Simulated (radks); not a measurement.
# Ionisation of Ar⁺: one atom, several choices of relativity

One table from this session's results is given with a row withheld; the runs are named, their logs left out.

Method: Kohn-Sham, PBE, spin-unpolarised, spherical densities. Code: radks (a radial shooting solver on a logarithmic mesh, Libxc functionals) version 1.

## What is computed

| Quantity | Value |
| --- | --- |
| element | argon (Z = 18) |
| charge | +1 |
| electrons | 17 |
| configuration | [Ne] 3s2 3p5 |
| ion | Ar²⁺, [Ne] 3s2 3p4 |
| choices | non-relativistic; scalar-relativistic; Dirac, 2j+1 shares; Dirac, low j first; scalar-relativistic, finite nucleus; Dirac, 2j+1 shares, finite nucleus; Dirac, c × 10; Dirac, c × 0.75; Dirac, c × 100 |

The first run:

The run's settings:

```text
Z 18
configuration [Ne] 3s2 3p5
relativity non-relativistic
functional pbe,pbe
spin unpolarised
nucleus point
```

The run is started by

```
$ python run_ks.py task.json out
```

The same process makes all the runs of this session.

Steps of the session up to this table: non-relativistic: Ar⁺.

One table of the session follows, with a row left open; its other results are not shown here.

It belongs to the step «non-relativistic: Ar⁺». From the orbitals of this run (lengths in bohr):

```
level     <r>  outermost maximum (interpolated)  90 % within  nodes
   1s       ?                                 ?            ?      ?
   2s  0.4162                             0.341        0.649      1
   2p  0.3772                             0.282        0.624      0
   3s   1.374                              1.17         2.07      2
   3p   1.554                              1.26         2.42      1
```

**Question.** Estimate the row for 1s.

As computed: <r>: 0.08620; outermost maximum (interpolated): 0.0565; 90 % within: 0.154; nodes: 0. In the column «<r>» it is the lowest.

To keep in mind: Spin polarisation and multiplet splitting of open shells are left out at every level.
